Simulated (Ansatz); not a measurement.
Debugging an atomisation energy of C₂H₄BBr, SMILES C=CBBr (Ansatz 0.2.0 through its Python package).

`c2h4bbr_tae.py`:
```python
# -*- coding: utf-8 -*-
"""Atomisation energy of C2H4BBr at the given geometry."""

from collections import Counter

import ansatz as az

BASIS_SET = "def2-TZVP"
LEVEL = "mp2"


def energy_of(molecule, charge=0, unpaired=0):
    calc = molecule.calculation().basis(gaussian=BASIS_SET).correlation(LEVEL)
    if charge:
        calc = calc.charge(charge)
    if unpaired:
        calc = calc.spin("collinear", total=unpaired)
    report = calc.report
    if report["published_state_doubts"]:
        print("  doubts:", report["published_state_doubts"])
    return report["free_energy_ev"]


def main():
    geometry = (
        az.Crystal.molecule()
        .atom("C", (0.2842, 1.0094, -0.7882))
        .atom("C", (-0.4358, 0.2725, 0.0525))
        .atom("B", (0.1363, -1.0752, 0.5551))
        .atom("Br", (-0.7968, -2.1988, 1.844))
        .atom("H", (-0.2032, 1.9784, -1.1581))
        .atom("H", (1.2202, 0.7937, -1.1684))
        .atom("H", (-1.3872, 0.5821, 0.4053))
        .atom("H", (1.2745, -1.4191, 0.2021))
    )

    # Hund ground states
    unpaired = {"C": 2, "B": 1, "Br": 1, "H": 1}
    counts = Counter(site.symbol for site in geometry.cartesian_sites)
    atom_energy = {s: energy_of(az.Crystal.molecule().atom(s, (0, 0, 0)), 0, unpaired[s]) for s in counts}
    whole = energy_of(geometry, 0, 0)
    for s, e in atom_energy.items():
        print(f"{s:2s} x{counts[s]}  {e:14.5f} eV")
    print(f"C2H4BBr: {whole:.5f} eV")
    split = sum(counts[s] * e for s, e in atom_energy.items()) - whole
    print(f"atomisation energy (no zero-point term): {23.060548 * split:.1f} kcal/mol, {split / sum(counts.values()):.3f} eV an atom")


if __name__ == "__main__":
    main()
```

```console
$ python c2h4bbr_tae.py
Traceback (most recent call last):
  File "c2h4bbr_tae.py", line 50, in <module>
    main()
    ~~~~^^
  File "c2h4bbr_tae.py", line 40, in main
    atom_energy = {s: energy_of(az.Crystal.molecule().atom(s, (0, 0, 0)), 0, unpaired[s]) for s in counts}
                      ~~~~~~~~~^^^^^^^^^^^^^^^^^^^^^^^^^^^^^^^^^^^^^^^^^^^^^^^^^^^^^^^^^^
  File "c2h4bbr_tae.py", line 18, in energy_of
    report = calc.report
             ^^^^^^^^^^^
AttributeError: 'Calculation' object has no attribute 'report'
$ echo $?
1
```

What is wrong, and how is it mended?

The fault: the calculation is never run. The correction:

```diff
--- before
+++ after
@@ -17,3 +17,3 @@
         calc = calc.spin("collinear", total=unpaired)
-    report = calc.report
+    report = calc.run(threads=1).report
     if report["published_state_doubts"]:
```

After the fix:

```console
$ python c2h4bbr_tae.py
C  x2     -1027.46354 eV
B  x1      -668.74255 eV
Br x1    -70005.19084 eV
H  x4       -13.60052 eV
C2H4BBr: -72814.73683 eV
atomisation energy (no zero-point term): 725.8 kcal/mol, 3.934 eV an atom
```

Notes:
- Total energies depend on the basis set; only differences at equal settings carry meaning.
- The geometry is a force-field or estimated start, not a minimum of this method, and the basis set is short of its limit. All parts are taken at fixed geometry, without zero-point energy.
- The spin-orbit lowering of heavy atoms is left out.
- Finished in 6.7 s on 1 thread of Arm Neoverse V1 (shared host), peak memory 0.36 GiB.

(A comment or docstring line of the script was reworded after the run, the code is as it ran; lines on the test bed's own set-up are left out of the output.)
